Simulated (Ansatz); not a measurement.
# MgS: stress in a strained cell

MgS is deformed so: equal xy, yz and zx engineering shear strains of +1 %. What stress and forces result, by LAPW, PAW and all-electron datasets made for the crystal?

Computed with Ansatz 0.2.0 (DFT PBEsol, scalar-relativistic, unless a step's input says otherwise).

## Step 1: Starting point

Symmetry: Fm-3m, No. 225, cubic system. The conventional cell has a = 5.203 Å, b = 5.203 Å, c = 5.203 Å, α = 90.00°, β = 90.00°, γ = 90.00°. Mg (site symmetry m-3m) is surrounded by 6 S at 2.60 Å. S (site symmetry m-3m) is surrounded by 6 Mg at 2.60 Å.

Coordinates:

```
CELL_PARAMETERS angstrom
0.00000 2.60165 2.60165
2.60165 0.00000 2.60165
2.60165 2.60165 0.00000
ATOMIC_POSITIONS crystal
Mg 0.00000 0.00000 0.00000
S 0.50000 0.50000 0.50000
```

Atoms are numbered in the order of the input: Mg1, S2.

## Step 2: The deformed structure

Space group Fm-3m before, R-3m after.

## Step 3: LAPW, all electrons

Contents of input.yaml:

```yaml
crystal:
  lattice:
    - [0.0260165, 2.61465825, 2.61465825]
    - [2.61465825, 0.0260165, 2.61465825]
    - [2.61465825, 2.61465825, 0.0260165]
  atoms:
    - { symbol: Mg, position: [0.0, 0.0, 0.0] }
    - { symbol: S, position: [0.5, 0.5, 0.5] }
kpoints:
  mp_grid: { grid: [10, 10, 10] }
  band_path:
    path:
      - [0.0, 0.0, 0.0]
      - [0.5, 0.5, 0.5]
      - [0.247543133, 0.5, 0.752456867]
      - [-0.247543133, 0.247543133, 0.5]
      - [0.0, 0.0, 0.5]
      - [0.0, 0.0, 0.0]
      - [-0.3737715665, 0.0, 0.3737715665]
      - [0.0, 0.3737715665, 0.6262284335]
      - [0.0, 0.5, 0.5]
    npoints: 5
scf:
  occupations: { method: fermi_dirac, width: 0.03 }
hamiltonian:
  xc: pbesol
  pseudopotentials: { kind: all_electron, lapw: { basis_error: 0.00025 } }
output:
  forces: true
  stress: true
  eigenvalues: true
```

On the command line:

```sh
> ansatz run input.yaml --threads 1 --pin off --max-ram 3072MiB --backend cpu --events-out ev --progress --plain --runs-dir out
```

## Step 4: Frozen-core PAW

Contents of input.yaml:

```yaml
crystal:
  lattice:
    - [0.0260165, 2.61465825, 2.61465825]
    - [2.61465825, 0.0260165, 2.61465825]
    - [2.61465825, 2.61465825, 0.0260165]
  atoms:
    - { symbol: Mg, position: [0.0, 0.0, 0.0] }
    - { symbol: S, position: [0.5, 0.5, 0.5] }
kpoints:
  mp_grid: { grid: [10, 10, 10] }
scf:
  occupations: { method: fermi_dirac, width: 0.03 }
hamiltonian:
  xc: pbesol
  pseudopotentials: { kind: paw }
output:
  forces: true
  stress: true
  eigenvalues: true
  efg: { contact_densities: true }
```

## Step 5: Datasets made for this crystal

input.yaml, as its differences from that of step 4:

```diff
@@ -14,3 +14,3 @@
   xc: pbesol
-  pseudopotentials: { kind: paw }
+  pseudopotentials: { kind: all_electron, datasets: crystal }
 output:
```

(Steps that only read results are left out.)

Q: Predict the outcome of this session. Wanted: pressure; largest shear or deviatoric stress.

As calculated:

```
                                 quantity                                              value
                                 pressure  LAPW -0.95, PAW -0.93, crystal datasets -0.95 GPa
largest shear or deviatoric stress (LAPW)                                           0.54 GPa
```

In words: The largest part of the stress beyond the pressure is 0.54 GPa in size; the atoms are carried along and not relaxed. No run of the undeformed cell stands beside it, so the pressure holds what the given cell had before the change. PAW: stress within 0.02 GPa of LAPW. Crystal datasets: stress within 0.01 GPa of LAPW.
